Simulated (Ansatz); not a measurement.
# CH₄AlClO₂: from a rough start to a minimum

What shape does CH₄AlClO₂ take? The plan is to relax it, then compute its harmonic vibrations to see whether it is a minimum and to get the zero-point energy and entropy, and look at its orbitals and charge.

Computed with Ansatz 0.2.0, Gaussian basis. Level: RKS PBE0-D4/def2-TZVP.

Levels to be run: relaxation at PBE-D4/def2-SVP; relaxation at PBE0-D4/def2-TZVP; harmonic vibrations at the same level; a single point in def2-TZVPP for the fields.

## 1. Starting geometry

SMILES `C[O][Al]([OH])[Cl]`, 9 atoms, charge 0, spin multiplicity 1.

Atoms are counted from 1 here; the program's logs count them from 0.

Bond lengths: C1–O2 1.384 Å, C1–H6 1.160 Å, C1–H7 1.060 Å, C1–H8 1.109 Å, O2–Al3 1.866 Å, Al3–O4 1.792 Å, Al3–Cl5 2.213 Å, O4–H9 1.046 Å. Angles: O2–C1–H6 109.4°, O2–C1–H7 111.8°, O2–C1–H8 109.1°, H6–C1–H7 109.5°, H6–C1–H8 106.0°, H7–C1–H8 110.9°, C1–O2–Al3 111.3°, O2–Al3–O4 119.8°, O2–Al3–Cl5 119.4°, O4–Al3–Cl5 120.7°, Al3–O4–H9 104.8°.

As a file:

```xyz
9
CH4AlClO2
C     0.1169   -1.3893   -0.5951
O     1.0477   -0.6295    0.0917
Al    0.4242    1.1047    0.3838
O    -0.4229    1.5004    1.9122
Cl    0.8536    2.6782   -1.1116
H    -0.1303   -0.8747   -1.6050
H     0.4677   -2.3727   -0.7756
H    -0.8323   -1.4074   -0.0216
H    -1.4362    1.3441    1.7041
```

The start is a force-field geometry with small random shifts, so a cheaper pass at PBE-D4/def2-SVP comes first.

## 2. Relaxation at PBE-D4/def2-SVP (cheap first pass)

File in.yaml:

```yaml
crystal:
  periodic: [false, false, false]
  atoms:
    - {symbol: C, position_ang: [0.116900, -1.389300, -0.595100]}
    - {symbol: O, position_ang: [1.047700, -0.629500, 0.091700]}
    - {symbol: Al, position_ang: [0.424200, 1.104700, 0.383800]}
    - {symbol: O, position_ang: [-0.422900, 1.500400, 1.912200]}
    - {symbol: Cl, position_ang: [0.853600, 2.678200, -1.111600]}
    - {symbol: H, position_ang: [-0.130300, -0.874700, -1.605000]}
    - {symbol: H, position_ang: [0.467700, -2.372700, -0.775600]}
    - {symbol: H, position_ang: [-0.832300, -1.407400, -0.021600]}
    - {symbol: H, position_ang: [-1.436200, 1.344100, 1.704100]}
basis:
  gaussian: {orbitals: def2-SVP}
hamiltonian: {xc: pbe, dispersion: d4}
relax: {f_tol: 0.03, max_steps: 200}
```

Command:

```console
> ansatz run in.yaml --threads 4 --pin off --events-out ev --progress --plain --max-ram 10444MiB
```

What it wrote, cut to the lines that bear on the results:

```text
Functional definition: PBE
  name "PBE"
  cite "Perdew, Burke & Ernzerhof, Phys. Rev. Lett. 77, 3865 (1996) doi:10.1103/PhysRevLett.77.3865"
  parent pbe
[...]
1064 factors; their error is unknown
[...]
mean field -24294.47246038 eV, -892.8053955340 hartree, gradient 3.1e-5 eV, S^2 0.000000; 0 other end points of the search recorded, 0 dependent functions left out
[...]
reference -24294.47249878 eV, -892.8053969454 hartree; 28, 28 occupied and 70, 70 virtual orbitals, 1064 factors
relax step   1: F+E_penalty+E_count = -24294.64169460 eV  Δ(F+E_penalty+E_count) = +0.000e0 eV  max|allowed force component| = 3.000e0 eV/Å  Δτ_max = 0.0000 Å  (28 SCF iters, accepted)
[...]
relax step   4: F+E_penalty+E_count = -24295.40377534 eV  Δ(F+E_penalty+E_count) = -7.972e-2 eV  max|allowed force component| = 3.487e-1 eV/Å  Δτ_max = 0.1593 Å  (28 SCF iters, accepted)
[...]
relax step   7: F+E_penalty+E_count = -24295.56673342 eV  Δ(F+E_penalty+E_count) = -5.071e-2 eV  max|allowed force component| = 2.936e-1 eV/Å  Δτ_max = 0.2000 Å  (34 SCF iters, accepted)
[...]
relax step  10: F+E_penalty+E_count = -24295.67068557 eV  Δ(F+E_penalty+E_count) = -1.074e-2 eV  max|allowed force component| = 1.213e-1 eV/Å  Δτ_max = 0.0538 Å  (28 SCF iters, accepted)
[...]
relax step  13: F+E_penalty+E_count = -24295.69442890 eV  Δ(F+E_penalty+E_count) = +7.328e-3 eV  max|allowed force component| = 7.866e-1 eV/Å  Δτ_max = 0.0920 Å  (28 SCF iters, rejected (line search))
[...]
relax step  14: F+E_penalty+E_count = -24295.70318168 eV  Δ(F+E_penalty+E_count) = -1.425e-3 eV  max|allowed force component| = 1.425e-2 eV/Å  Δτ_max = 0.0450 Å  (29 SCF iters, accepted)
1064 factors; their error is unknown
[...]
mean field -24295.52825454 eV, -892.8441952540 hartree, gradient 9.5e-6 eV, S^2 0.000000; 1 other end points of the search recorded, 0 dependent functions left out
[...]
reference -24295.52829162 eV, -892.8441966166 hartree; 28, 28 occupied and 70, 70 virtual orbitals, 1064 factors
Total energy: -24295.70321876 eV, -892.8506250703 hartree
Atom 0 at     0.135471    -1.523025    -0.806498 Å, force    -0.001877     0.014252     0.012674 eV/Å
Atom 1 at    -0.082036    -0.651822     0.272571 Å, force    -0.001906    -0.003667    -0.008805 eV/Å
Atom 2 at    -0.058345     1.026246     0.521171 Å, force    -0.003607    -0.010285     0.001757 eV/Å
Atom 3 at    -0.467739     1.585604     2.079475 Å, force    -0.000380     0.005062     0.003123 eV/Å
Atom 4 at     0.457143     2.340813    -1.048926 Å, force     0.000502    -0.002591    -0.004071 eV/Å
Atom 5 at     0.418566    -0.994324    -1.746046 Å, force     0.003176    -0.002150    -0.007052 eV/Å
Atom 6 at     0.949110    -2.243611    -0.565768 Å, force     0.000358     0.000549     0.000429 eV/Å
Atom 7 at    -0.782259    -2.117260    -1.016402 Å, force     0.001277    -0.003516    -0.002829 eV/Å
Atom 8 at    -0.481513     2.531179     2.293322 Å, force     0.002456     0.002345     0.004774 eV/Å
Dipole moment:     0.011334     0.085742    -0.052474 e Å
```

Wall time 13 s (4 threads of Intel Xeon at 2.60GHz, shared host).

Along the way: (the energy doesn't fall at every step)

```csv
step,energy from step 1 (eV),largest force component (eV/Å)
1,0.0000,3.0003
2,-0.5347,1.5952
3,-0.6824,0.6571
4,-0.7621,0.3487
5,-0.8110,0.5894
6,-0.8743,0.3568
7,-0.9250,0.2936
8,-0.9496,1.0708
9,-1.0183,0.2592
10,-1.0290,0.1213
11,-1.0455,0.3543
12,-1.0601,0.0958
13,-1.0527,0.7866
14,-1.0615,0.0143
```

Close pairs (by a distance rule), those that changed most:

```csv
bond,before (Å),after (Å),change (Å)
O2–Al3,1.866,1.697,-0.169
Al3–Cl5,2.213,2.112,-0.101
Al3–O4,1.792,1.706,-0.086
O4–H9,1.046,0.970,-0.077
C1–H7,1.060,1.113,+0.054
C1–H6,1.160,1.115,-0.045
C1–O2,1.384,1.404,+0.020
C1–H8,1.109,1.113,+0.004
```

## 3. Optimising with PBE0-D4/def2-TZVP

File in.yaml:

```yaml
crystal:
  periodic: [false, false, false]
  atoms:
    - {symbol: C, position_ang: [0.135471, -1.523025, -0.806498]}
    - {symbol: O, position_ang: [-0.082036, -0.651822, 0.272571]}
    - {symbol: Al, position_ang: [-0.058345, 1.026246, 0.521171]}
    - {symbol: O, position_ang: [-0.467739, 1.585604, 2.079475]}
    - {symbol: Cl, position_ang: [0.457143, 2.340813, -1.048926]}
    - {symbol: H, position_ang: [0.418566, -0.994324, -1.746046]}
    - {symbol: H, position_ang: [0.949110, -2.243611, -0.565768]}
    - {symbol: H, position_ang: [-0.782259, -2.117260, -1.016402]}
    - {symbol: H, position_ang: [-0.481513, 2.531179, 2.293322]}
basis:
  gaussian: {orbitals: def2-TZVP}
hamiltonian: {xc: pbe0, dispersion: d4}
relax: {f_tol: 0.005, max_steps: 150}
```

Launched as before.

What it wrote, cut to the lines that bear on the results:

```text
Functional definition: PBE0
  name "PBE0"
  cite "Adamo & Barone, J. Chem. Phys. 110, 6158 (1999) doi:10.1063/1.478522"
  cite "Perdew, Burke & Ernzerhof, Phys. Rev. Lett. 77, 3865 (1996) doi:10.1103/PhysRevLett.77.3865"
  parent pbe
[...]
1205 factors; their error is unknown
[...]
mean field -24310.43331661 eV, -893.3919461819 hartree, gradient 6.3e-5 eV, S^2 0.000000; 0 other end points of the search recorded, 0 dependent functions left out
[...]
reference -24310.43335041 eV, -893.3919474242 hartree; 28, 28 occupied and 163, 163 virtual orbitals, 1205 factors
relax step   1: F+E_penalty+E_count = -24310.58296484 eV  Δ(F+E_penalty+E_count) = +0.000e0 eV  max|allowed force component| = 6.727e-1 eV/Å  Δτ_max = 0.0000 Å  (28 SCF iters, accepted)
[...]
Total energy: -24310.63438512 eV, -893.3993353133 hartree
Atom 0 at     0.136321    -1.507736    -0.806361 Å, force    -0.000547     0.000290    -0.000488 eV/Å
Atom 1 at    -0.106852    -0.656441     0.277252 Å, force    -0.000211     0.000203     0.001628 eV/Å
Atom 2 at    -0.073072     0.991076     0.530184 Å, force    -0.000131    -0.000151     0.000302 eV/Å
Atom 3 at    -0.455548     1.583483     2.055732 Å, force    -0.000657     0.001722     0.000991 eV/Å
Atom 4 at     0.438126     2.284088    -1.033408 Å, force     0.000320     0.000452    -0.000943 eV/Å
Atom 5 at     0.424496    -0.961142    -1.711608 Å, force     0.000406    -0.000500    -0.001322 eV/Å
Atom 6 at     0.940890    -2.206121    -0.556692 Å, force     0.000150     0.000329     0.000282 eV/Å
Atom 7 at    -0.762280    -2.090985    -1.029467 Å, force     0.000155    -0.000546    -0.000236 eV/Å
Atom 8 at    -0.453681     2.517579     2.257267 Å, force     0.000514    -0.001799    -0.000213 eV/Å
Dipole moment:     0.021214     0.042492    -0.069878 e Å
```

Wall time 20 s (4 threads of Intel Xeon at 2.60GHz, shared host); peak memory 0.5 GiB.

The steps of the relaxation:

```csv
step,energy from step 1 (eV),largest force component (eV/Å)
1,0.0000,0.6727
2,-0.0425,0.4310
3,-0.0507,0.0672
4,-0.0511,0.0407
5,-0.0513,0.0161
6,-0.0513,0.0084
7,-0.0514,0.0072
8,-0.0514,0.0018
```

Close pairs (by a distance rule), those that changed most:

```csv
bond,before (Å),after (Å),change (Å)
O2–Al3,1.697,1.667,-0.029
Al3–O4,1.706,1.681,-0.025
Al3–Cl5,2.112,2.092,-0.019
C1–H8,1.113,1.094,-0.019
C1–H7,1.113,1.094,-0.019
C1–H6,1.115,1.096,-0.019
O4–H9,0.970,0.956,-0.014
C1–O2,1.404,1.399,-0.005
```

Mulliken charges of the relaxed molecule (report file):

```csv
atom,value (e)
C1,-0.21
O2,-0.32
Al3,0.64
O4,-0.53
Cl5,-0.27
H6,0.12
H7,0.12
H8,0.12
H9,0.32
```

## 4. Force constants and modes

File in.yaml:

```yaml
crystal:
  periodic: [false, false, false]
  atoms:
    - {symbol: C, position_ang: [0.136321, -1.507736, -0.806361]}
    - {symbol: O, position_ang: [-0.106852, -0.656441, 0.277252]}
    - {symbol: Al, position_ang: [-0.073072, 0.991076, 0.530184]}
    - {symbol: O, position_ang: [-0.455548, 1.583483, 2.055732]}
    - {symbol: Cl, position_ang: [0.438126, 2.284088, -1.033408]}
    - {symbol: H, position_ang: [0.424496, -0.961142, -1.711608]}
    - {symbol: H, position_ang: [0.940890, -2.206121, -0.556692]}
    - {symbol: H, position_ang: [-0.762280, -2.090985, -1.029467]}
    - {symbol: H, position_ang: [-0.453681, 2.517579, 2.257267]}
basis:
  gaussian: {orbitals: def2-TZVP}
hamiltonian: {xc: pbe0, dispersion: d4}
phonons: {temperatures: {t_min: 298.15, t_max: 900, t_step: 200}}
```

Same command.

What it wrote, cut to the lines that bear on the results:

```text
Functional definition: PBE0
  name "PBE0"
  cite "Adamo & Barone, J. Chem. Phys. 110, 6158 (1999) doi:10.1063/1.478522"
  cite "Perdew, Burke & Ernzerhof, Phys. Rev. Lett. 77, 3865 (1996) doi:10.1103/PhysRevLett.77.3865"
  parent pbe
[...]
1205 factors; their error is unknown
[...]
mean field -24310.48302336 eV, -893.3937728713 hartree, gradient 4.4e-5 eV, S^2 0.000000; 0 other end points of the search recorded, 0 dependent functions left out
[...]
reference -24310.48305671 eV, -893.3937740969 hartree; 28, 28 occupied and 163, 163 virtual orbitals, 1205 factors
[...]
1205 factors; their error is unknown
mean field -24310.48284816 eV, -893.3937664328 hartree, gradient 9.9e-7 eV, S^2 0.000000; 0 other end points of the search recorded, 0 dependent functions left out
[...]
reference -24310.48288151 eV, -893.3937676583 hartree; 28, 28 occupied and 163, 163 virtual orbitals, 1205 factors
[...]
Atom 1 at    -0.106852    -0.656441     0.277252 Å, force    -0.000216     0.000086     0.001618 eV/Å
Atom 2 at    -0.073072     0.991076     0.530184 Å, force    -0.000107    -0.000027     0.000240 eV/Å
Atom 3 at    -0.455548     1.583483     2.055732 Å, force    -0.000667     0.001738     0.001030 eV/Å
Atom 4 at     0.438126     2.284088    -1.033408 Å, force     0.000307     0.000352    -0.000919 eV/Å
Atom 5 at     0.424496    -0.961142    -1.711608 Å, force     0.000406    -0.000464    -0.001317 eV/Å
Atom 6 at     0.940890    -2.206121    -0.556692 Å, force     0.000145     0.000332     0.000273 eV/Å
Atom 7 at    -0.762280    -2.090985    -1.029467 Å, force     0.000162    -0.000543    -0.000240 eV/Å
Atom 8 at    -0.453681     2.517579     2.257267 Å, force     0.000513    -0.001795    -0.000207 eV/Å
Dipole moment:     0.021214     0.042492    -0.069877 e Å
Vibrations: 84.38 87.77 101.89 192.80 259.16 260.82 336.31 473.85 639.13 739.01 924.62 1183.47 1192.33 1240.48 1487.60 1495.70 1501.74 3015.28 3082.17 3092.00 3966.05 cm⁻¹, zero-point energy 1.571907 eV
```

It took 86 s on 4 threads of Intel Xeon at 2.60GHz, shared host; peak memory 0.5 GiB.

Motions are named by where the mode's potential energy lies. The modes, unscaled (a negative number is an imaginary wavenumber):

```csv
mode,cm⁻¹,motion
1,84,torsion
2,88,bend
3,102,torsion
4,193,bend
5,259,bend
6,261,torsion with out-of-plane bend
7,336,torsion
8,474,Al–Cl stretch
9,639,bend
10,739,Al–O stretch
11,925,Al–O stretch
12,1183,bend
13,1192,bend
14,1240,C–O stretch
15,1488,bend
16,1496,bend
17,1502,bend
18,3015,C–H stretch
19,3082,C–H stretch
20,3092,C–H stretch
21,3966,O–H stretch
```

Ideal gas, rigid rotor and harmonic oscillator at 298.15 K and 1 bar, with symmetry number 1:

```csv
term,value
zero-point energy,36.2 kcal/mol
H(298) − E,41.6 kcal/mol
"entropy, translation",167.5 J/(mol K)
"entropy, rotation",115.8 J/(mol K)
"entropy, vibration",80.9 J/(mol K)
"entropy, total",364.2 J/(mol K)
```

## 5. A single point for the fields

in.yaml, as its differences from that of step 4:

```diff
@@ -13,4 +13,4 @@
 basis:
-  gaussian: {orbitals: def2-TZVP}
+  gaussian: {orbitals: def2-TZVPP}
 hamiltonian: {xc: pbe0, dispersion: d4}
-phonons: {temperatures: {t_min: 298.15, t_max: 900, t_step: 200}}
+output: {orbitals: {seedname: orbitals}}
```

Launched as before.

What it wrote:

```text
Functional definition: PBE0
  name "PBE0"
  cite "Adamo & Barone, J. Chem. Phys. 110, 6158 (1999) doi:10.1063/1.478522"
  cite "Perdew, Burke & Ernzerhof, Phys. Rev. Lett. 77, 3865 (1996) doi:10.1103/PhysRevLett.77.3865"
  parent pbe
  parameter a = 0.25
  parameter kappa = 0.804
  parameter beta = 0.06672455060314922
  exchange = (1 - a)*pbe_x(kappa = kappa, mu = beta*pi^2/3) + a*exact_x
  correlation = pbe_c(beta = beta)
1343 factors; their error is unknown
mean field evaluation 1: about -24300.0538 eV, gradient 7.8e1 eV
mean field evaluation 2: about -24278.0550 eV, gradient 1.3e2 eV
mean field evaluation 4: about -24310.4561 eV, gradient 5.6e0 eV
mean field evaluation 8: about -24310.5157 eV, gradient 1.8e-1 eV
mean field evaluation 16: about -24310.5628 eV, gradient 9.2e-5 eV
mean field -24310.56277516 eV, -893.3967036958 hartree, gradient 2.8e-5 eV, S^2 0.000000; 0 other end points of the search recorded, 0 dependent functions left out
reference -24310.56280928 eV, -893.3967049496 hartree; 28, 28 occupied and 205, 205 virtual orbitals, 1343 factors
Total energy: -24310.71413569 eV, -893.4022660928 hartree
```

Wall time 2 s (4 threads of Intel Xeon at 2.60GHz, shared host); peak memory 0.57 GiB.

The fields below are evaluated on a grid from the run's orbitals.

Frontier orbitals at PBE0-D4/def2-TZVPP, with the share of their density that lies nearest to each atom:

```csv
orbital,energy (eV),lies on
HOMO,-8.38,"O2 61 %; H7, H8 about 12 % each"
LUMO,-0.60,"Al3 41 %; Cl5 16 %; O2, O4 about 13 % each"
```

ELF in a plane through or near 7 of the atoms.

Ten even steps from ' ' (0.00) to '@' (1.00):
```
                                                        
                                                        
                                                        
                                                        
              ....                                      
            ..==++--..      ::::                        
          ..==##%%##--    ==##**..                      
        ..==**##**%%++  ..**%%%%--..----..              
        ==%%@@##..##++  ..##--##**==****::              
        ++@@@@####**--**::++####**==..++::              
        ::====--==..++****--**====--++--..              
                  ::::......  ..%%@@@@##::              
              ..==##%%%%##++    @@@@@@@@==              
            ..==##%%==--####..  ==@@@@@@==              
            ::++%%%%==++++%%==    ::==--                
            ..++##%%++==%%%%==                          
              ::==**######++::                          
                ..--====--::                            
                                                        
                                                        
```
The map spans 11.9 Å across and 9.6 Å up, centred on the molecule. Atoms in the plane (x, y in Å): C1 (1.7, 0.1), O2 (0.4, 0.6), Al3 (-1.1, -0.1), O4 (-2.5, 0.9), Cl5 (-1.3, -2.2), H6 (1.8, -1.0), H9 (-3.4, 0.5).

log10 of the density (e/Å³) in the same plane.

Ten even steps from '0' (-4.0) to '9' (2.0):
```
0000000000000000000000000000
0000000000000000000000000000
0000000000000000000000000000
0000000011000000000000000000
0000012232211222111000000000
0000123444322333222211000000
0001245666544455444332100000
0002346777545566555443200000
0012456787655687666543210000
0012456666787677797653210000
0002345555797666676643200000
0000123445565545676543100000
0000123455666544566532100000
0000023456776543444432000000
0000023456997643333221000000
0000013456776543221110000000
0000012345555432100000000000
0000001233444321000000000000
0000000112222210000000000000
0000000001111000000000000000
```
The map spans 11.9 Å across and 9.6 Å up, centred on the molecule. Atoms in the plane (x, y in Å): C1 (1.7, 0.1), O2 (0.4, 0.6), Al3 (-1.1, -0.1), O4 (-2.5, 0.9), Cl5 (-1.3, -2.2), H6 (1.8, -1.0), H9 (-3.4, 0.5).

On the surface of density 0.002 e/bohr³ the electrostatic potential runs, from the 1st to the 99th percentile, from -1.26 V near O4 to 3.02 V near Al3.

## 6. Summary of results

| quantity | value |
| --- | --- |
| point group | Cs |
| steps | 14 + 8 |
| shift from the start (rms) | 0.871 Å |
| total energy | -24310.6344 eV |
| dispersion term | -151 meV |
| dipole moment | 0.41 D |
| lowest, highest wavenumber | 84, 3966 cm⁻¹ |
| zero-point energy | 36.2 kcal/mol |
| entropy at 298.15 K | 364.2 J/(mol K) |
| HOMO, LUMO | -8.38, -0.60 eV |

**Reading.** The atoms moved 0.87 Å (rms) from the start; the bond that changed most is O2–Al3, from 1.866 to 1.667 Å. No mode is imaginary: a true minimum at this level. The stiffest mode, 3966 cm⁻¹, is an O–H stretch, and 4 modes under 200 cm⁻¹ make the vibrational entropy uncertain. Harmonic hybrid wavenumbers usually lie a few per cent above measured fundamentals. The largest Mulliken charge, +0.64 e, sits on Al3. The HOMO lies mostly on O2 61 %; H7, H8 about 12 % each and the LUMO on Al3 41 %; Cl5 16 %.
